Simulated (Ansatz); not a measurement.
# C2H6FNOSi: the cost of one run

All numbers below are computed with Ansatz 0.2.0 (RKS B3LYP-D4/cc-pVDZ).

1 further run of the same task is left out (it didn't finish).

## 1. The system as given

Bond lengths: C1–Si2 1.856 Å, Si2–O3 1.665 Å, O3–C4 1.384 Å, C4–N5 1.233 Å, C4–F6 1.389 Å, C1–H7 1.109 Å, C1–H8 1.035 Å, C1–H9 1.151 Å, Si2–H10 1.498 Å, Si2–H11 1.460 Å, N5–H12 1.016 Å. Angles (14 of 17 angles, heavy atoms first): C1–Si2–O3 115.1°, Si2–O3–C4 125.0°, O3–C4–N5 129.9°, O3–C4–F6 111.5°, N5–C4–F6 118.1°, C1–Si2–H10 107.8°, C1–Si2–H11 109.2°, O3–Si2–H10 109.2°, O3–Si2–H11 108.2°, Si2–C1–H7 107.9°, Si2–C1–H8 111.6°, Si2–C1–H9 109.4°, C4–N5–H12 111.2°, H10–Si2–H11 107.2°.

As a file:

```xyz
12

C    -0.5959   -1.8006    1.0901
Si    0.2509   -0.5190    0.0482
O    -0.5614    0.9283   -0.0894
C    -0.0821    2.0477   -0.7470
N     0.9196    2.1828   -1.4527
F    -0.9853    3.1011   -0.6829
H    -1.6053   -1.9725    0.6651
H    -0.0524   -2.6809    1.1284
H    -0.7839   -1.3751    2.1425
H     1.6043   -0.2705    0.6399
H     0.4588   -1.0536   -1.2944
H     1.5097    1.3572   -1.4138
```

## 2. Relaxing end A

input.yaml

```yaml
crystal:
  periodic: [false, false, false]
  atoms:
    - { symbol: C, position_ang: [-0.5959, -1.8006, 1.0901] }
    - { symbol: Si, position_ang: [0.2509, -0.519, 0.0482] }
    - { symbol: O, position_ang: [-0.5614, 0.9283, -0.0894] }
    - { symbol: C, position_ang: [-0.0821, 2.0477, -0.747] }
    - { symbol: "N", position_ang: [0.9196, 2.1828, -1.4527] }
    - { symbol: F, position_ang: [-0.9853, 3.1011, -0.6829] }
    - { symbol: H, position_ang: [-1.6053, -1.9725, 0.6651] }
    - { symbol: H, position_ang: [-0.0524, -2.6809, 1.1284] }
    - { symbol: H, position_ang: [-0.7839, -1.3751, 2.1425] }
    - { symbol: H, position_ang: [1.6043, -0.2705, 0.6399] }
    - { symbol: H, position_ang: [0.4588, -1.0536, -1.2944] }
    - { symbol: H, position_ang: [1.5097, 1.3572, -1.4138] }
basis:
  gaussian: { orbitals: cc-pVDZ }
hamiltonian:
  xc: b3lyp
  dispersion: d4
relax:
  f_tol: 0.015
  max_steps: 40
```

Started as:

```console
ansatz run input.yaml --threads 2 --pin off --max-ram 3072MiB --backend cpu --events-out ev --progress --plain --runs-dir out
```

What time and memory should one allow on 2 threads of Intel Xeon Platinum 8488C (Sapphire Rapids), shared host?

About 23 s, with a peak of 0.3 GiB.
